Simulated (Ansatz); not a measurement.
# FH2IOSi: the cost of one run

Computed with Ansatz 0.2.0, Gaussian basis. Level: the settings change from run to run.

## (1) The geometry

The structure was relaxed beforehand with PBE0-D4 in a triple-zeta def2 set. I takes a core potential in def2 sets; no spin-orbit term is included.

SMILES `O[SiH](F)I`, 6 atoms, charge 0, spin multiplicity 1.

Atoms are counted from 1 here; the program's logs count them from 0.

Bond lengths: O1–Si2 1.620 Å, O1–H5 0.959 Å, Si2–F3 1.588 Å, Si2–I4 2.429 Å, Si2–H6 1.468 Å. Angles: Si2–O1–H5 119.6°, O1–Si2–F3 111.1°, O1–Si2–I4 111.2°, O1–Si2–H6 107.9°, F3–Si2–I4 106.5°, F3–Si2–H6 108.7°, I4–Si2–H6 111.5°.

## (2) r2SCAN/x2c-TZVPPall

Options: atoms shaken by 0.15 Å.

in.yaml reads:

```yaml
crystal:
  periodic: [false, false, false]
  atoms:
    - {symbol: O, position_ang: [-1.171963, 0.759779, -0.755142]}
    - {symbol: Si, position_ang: [0.175248, 0.126456, -0.063633]}
    - {symbol: F, position_ang: [0.289877, 0.748002, 1.604773]}
    - {symbol: I, position_ang: [0.267082, -2.278136, 0.289218]}
    - {symbol: H, position_ang: [-1.490104, 0.118727, -0.766729]}
    - {symbol: H, position_ang: [1.413464, 0.527469, -0.474890]}
basis:
  gaussian: {orbitals: x2c-TZVPPall}
hamiltonian: {xc: {name: r2SCAN}}
output: {forces: true}
```

Run with:

```sh
ansatz run in.yaml --threads 2 --pin off --events-out ev --progress --plain --max-ram 4352MiB
```

**Question.** How long does this run take on 2 threads of Arm Neoverse V1, shared host, and how much memory does it need?

About 7 s, with a peak of 0.27 GiB.
